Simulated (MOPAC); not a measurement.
# C4H5F3O2 (ethyl trifluoroacetate): PM6

Wanted: a structure relaxation of C4H5F3O2 (ethyl trifluoroacetate). 

Program for the calculation: MOPAC 23.2.5.

9 further runs of the same task are left out: 9 set aside as unsound or not needed.

## Step 1: The structure to begin with

The species is C4H5F3O2 (14 atoms), meant as a singlet with charge 0. SMILES: `CCOC(=O)C(F)(F)F`. All atoms were displaced at random from a relaxed shape. The run starts from this shape.

Bond lengths: C1–C2 1.562 Å, C2–O3 1.439 Å, O3–C4 1.290 Å, C4–O5 1.213 Å, C4–C6 1.571 Å, C6–F7 1.364 Å, C6–F8 1.345 Å, C6–F9 1.335 Å, C1–H10 1.076 Å, C1–H11 1.088 Å, C1–H12 1.069 Å, C2–H13 1.078 Å, C2–H14 1.091 Å. Some angles: C1–C2–O3 109.6°, C2–O3–C4 118.1°, O3–C4–O5 128.5°, O3–C4–C6 108.9°, O5–C4–C6 122.6°, C4–C6–F7 111.5°, C4–C6–F8 109.7°, C4–C6–F9 111.4°, F7–C6–F8 107.3°, F7–C6–F9 108.8°.

## Step 2: A structure relaxation at PM6

Input file mol.mop:

```
PM6 GRADIENTS CYCLES=300 DISP GNORM=0.02 MULLIK THREADS=1 AUX(PRECISION=6)
C4H5F3O2

C     -0.340421    -0.292428    -2.052733
C     -0.219029     0.925780    -1.082669
O     -0.421196     0.486122     0.272208
C      0.578586    -0.041050     0.894804
O      1.712292    -0.210890     0.496880
C      0.122072    -0.439770     2.344329
F      1.104465    -1.111119     3.012166
F     -0.943436    -1.256994     2.275298
F     -0.226954     0.633257     3.058242
H      0.450565    -0.990254    -1.840193
H     -1.321269    -0.742912    -1.918881
H     -0.259056     0.068022    -3.056167
H     -0.993259     1.657114    -1.250834
H      0.775178     1.364884    -1.174104
```

Run with:

```bash
$ mopac mol.mop
```

**Question.** What will come out? Wanted: total energy at the end; dipole moment; HOMO energy; LUMO energy; HOMO–LUMO gap; heat of formation.

Answer, from the run:

At PM6:

| quantity | value |
| --- | --- |
| total energy at the end | -93.89410 Eh |
| dipole moment | 3.33 D |
| HOMO energy | -11.70 eV |
| LUMO energy | -0.45 eV |
| HOMO–LUMO gap | 11.25 eV |
| heat of formation | -245.8 kcal/mol |

**Reading.** At the final geometry: Bond lengths: C1–C2 1.510 Å, C2–O3 1.474 Å, O3–C4 1.354 Å, C4–O5 1.198 Å, C4–C6 1.551 Å, C6–F7 1.336 Å, C6–F8 1.336 Å, C6–F9 1.335 Å, C1–H10 1.101 Å, C1–H11 1.099 Å, C1–H12 1.098 Å, C2–H13 1.107 Å, C2–H14 1.104 Å. Some angles: C1–C2–O3 110.0°, C2–O3–C4 118.1°, O3–C4–O5 127.1°, O3–C4–C6 106.0°, O5–C4–C6 126.9°, C4–C6–F7 113.1°, C4–C6–F8 113.1°, C4–C6–F9 113.4°, F7–C6–F8 105.5°, F7–C6–F9 105.5°. The optimisation took 178 steps and changed the energy by -0.302 eV. Mulliken charges run from -0.68 on C1 to +0.58 on C4.
